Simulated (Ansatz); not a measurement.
## FeAu: single point with PBE

The system is FeAu.

```xyz
2
Lattice="1.4117 0.8151 4.4695 -1.4117 0.8151 4.4695 0.0000 -1.6301 4.4695" Properties=species:S:1:pos:R:3 pbc="T T T"
Au    0.0000    0.0000    0.0000
Fe    0.0000    0.0000    6.7042
```

The cell comes from a database or a generator and needn't be the stable form of this composition.

| Quantity | Value |
| --- | --- |
| Program | Ansatz 0.2.0 |
| Task | single point |
| Functional | PBE |
| Potentials or basis | Ansatz PAW |
| Cutoff | 420 eV (not typed: the program's choice for these potentials) |
| k mesh | 9 × 9 × 9 |
| Occupations | fermi-dirac, width 0.05 eV |
| Spin | collinear spin, ferromagnetic start |
| Starting moments | [0.0, 3.8] μB |
| Fixed moment | 3.8 μB |

- Pressure: 4.7 GPa
- Net moment: 3.80 μB per cell
- Absolute moment: 3.81 μB per cell
- Site moments: Au +0.30; Fe +3.38 μB

Stress tensor (GPa, compression positive):
```
4.66 0.00 0.00
0.00 4.66 0.00
0.00 0.00 4.76
```

It took 4.8 s on 2 threads of Intel(R) Xeon(R) Platinum 8488C (Sapphire Rapids), with other jobs on the host, peak memory 0.43 GiB.

Caveat: the total moment is fixed, so each spin has its own Fermi level; the thresholds are loose for stress. Spin-orbit coupling is left out, which matters for the levels of Au.
